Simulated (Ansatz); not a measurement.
# GeH4O2: a nudged elastic band in two tries

Wanted: a band of images between two relaxed ends, and a check that the input is sound.

Method: RKS PBE-D4/def2-SVP, in Ansatz 0.2.0.

## (1) The starting structure

Bond lengths: Ge1–O2 1.798 Å, O2–H3 0.974 Å, Ge1–H4 1.537 Å, Ge1–O5 1.799 Å, O5–H6 0.975 Å, Ge1–H7 1.561 Å. Angles: Ge1–O2–H3 111.6°, O2–Ge1–H4 104.7°, O2–Ge1–O5 111.8°, O2–Ge1–H7 109.7°, H4–Ge1–O5 105.0°, H4–Ge1–H7 116.1°, O5–Ge1–H7 109.4°, Ge1–O5–H6 111.5°.

Structure file:

```xyz
7

Ge    0.3066   -0.0464   -0.0010
O     0.5677    0.0110    1.7774
H    -0.2342   -0.2478    2.2668
H     1.7082    0.1291   -0.6073
O    -0.6341    1.3717   -0.5848
H    -1.5897    1.2541   -0.4308
H    -0.4464   -1.3601   -0.3789
```

## (2) First try

The input, input.yaml:

```yaml
crystal:
  periodic: [false, false, false]
  atoms:
    - { symbol: Ge, position_ang: [0.306586, -0.046408, -0.001012] }
    - { symbol: O, position_ang: [0.567657, 0.011034, 1.77742] }
    - { symbol: H, position_ang: [-0.234226, -0.247778, 2.26675] }
    - { symbol: H, position_ang: [1.708166, 0.129147, -0.607305] }
    - { symbol: O, position_ang: [-0.634053, 1.37173, -0.584774] }
    - { symbol: H, position_ang: [-1.589706, 1.25407, -0.430792] }
    - { symbol: H, position_ang: [-0.446424, -1.360094, -0.378885] }
basis:
  gaussian: { orbitals: def2-SVP }
hamiltonian:
  xc: pbe
  dispersion: d4
neb:
  order_check: false
  images: 5
  f_tol: 0.03
  max_iterations: 8
  final_atoms:
    - { symbol: Ge, position_ang: [0.05511038, -0.17982927, -0.87725466] }
    - { symbol: O, position_ang: [0.87416044, 0.20001559, 1.3165319] }
    - { symbol: H, position_ang: [0.61339029, -0.61567491, 1.78826667] }
    - { symbol: H, position_ang: [1.84789022, 0.14826633, 1.24848535] }
    - { symbol: O, position_ang: [-0.9333093, 1.35054816, -0.97207282] }
    - { symbol: H, position_ang: [-1.74346848, 1.28639535, -0.43398126] }
    - { symbol: H, position_ang: [-1.03577355, -1.07802025, -0.02857319] }
  initial_path: idpp
  relax_end_points: true
```

Run with:

```
> ansatz run input.yaml --threads 1 --pin off --max-ram 2048MiB --backend cpu --events-out ev --progress --plain --runs-dir out
```

What does the calculation give? Wanted: first try.

The runs gave:

| quantity | value |
| --- | --- |
| first try | refused |
| cause | relaxing the ends inside the band is not offered in a Gaussian basis |

What this shows: The fault in the first input was caught at the input check and cost nothing.
